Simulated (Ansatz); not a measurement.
# Co, space group P-3m1: a comparison of functionals at one structure

With Ansatz 0.2.0 through its Python package.

Run as a notebook:

**Cell 1**
```python
import warnings

import ansatz
from ase import Atoms
```

**Cell 2**
```python
warnings.simplefilter("ignore", ansatz.DeckWarning)

atoms = Atoms(
    ["Co", "Co"],
    scaled_positions=[
        (2 / 3, 1 / 3, 0.259861),
        (1 / 3, 2 / 3, 0.740139),
    ],
    cell=[
        (2.487365, 0.0, 0.0),
        (-1.243682, 2.154121, 0.0),
        (0.0, 0.0, 4.06329),
    ],
    pbc=True,
)
atoms.set_initial_magnetic_moments([1.8, 1.8])
crystal = ansatz.Crystal.from_ase(atoms)
```

**Cell 3**
```python
base = (
    crystal.calculation()
    .pseudopotentials("paw")
    .kpoints(14, 14, 8)
    .spin("collinear")
    .basis(420)
    .occupations("fermi_dirac")
    .stress()
)

rows = []
for value in ["pbesol", "lda", "blyp"]:
    summary = base.functional(value).run(threads=1, backend="cpu").report
    rows.append((value, summary["free_energy_ev"] / len(summary["lattice"]["sites"]), summary["n_iterations"], sum(summary["stress_gpa"][i][i] for i in range(3)) / 3, summary["magnetization_mub"], summary["n_kpoints"]))

print("  functional   F/atom (eV)    iterations       P (GPa)  moment (muB)      k-points")
for row in rows:
    print(f"{str(row[0]):>12s}  {row[1]:12.5f}  {row[2]:12d}  {row[3]:12.3f}  {row[4]:12.3f}  {row[5]:12d}")
```
Output:
```text
  functional   F/atom (eV)    iterations       P (GPa)  moment (muB)      k-points
      pbesol   -5092.97832            11        -9.576         3.212           168
         lda   -5062.71742            10       -17.904         3.121           168
        blyp   -5134.25107            12         9.466         3.142           168
```

From lowest to highest: LDA (-17.9 GPa), PBEsol (-9.6 GPa) and BLYP (9.5 GPa). At a fixed cell a lower pressure usually means a smaller equilibrium volume, so LDA prefers the smallest cell and BLYP the largest.

Caveats:
- The magnetic order follows from the starting moments and needn't be the lowest.
- BLYP can be off by several per cent in the lattices of metals, and by several GPa in the pressure at a fixed cell.
- The overall sign of a collinear moment is arbitrary, and semilocal functionals can give small moments to compounds that are paramagnetic.
- Pressure is positive in compression.
- This isn't the structure that Co takes at ambient conditions.
- Total energies of different functionals can't be compared; pressures, moments and gaps at this one structure can.
- Wall time of the script: 45 s on 1 thread of Arm Neoverse V1, on a shared host, peak memory 0.5 GiB.
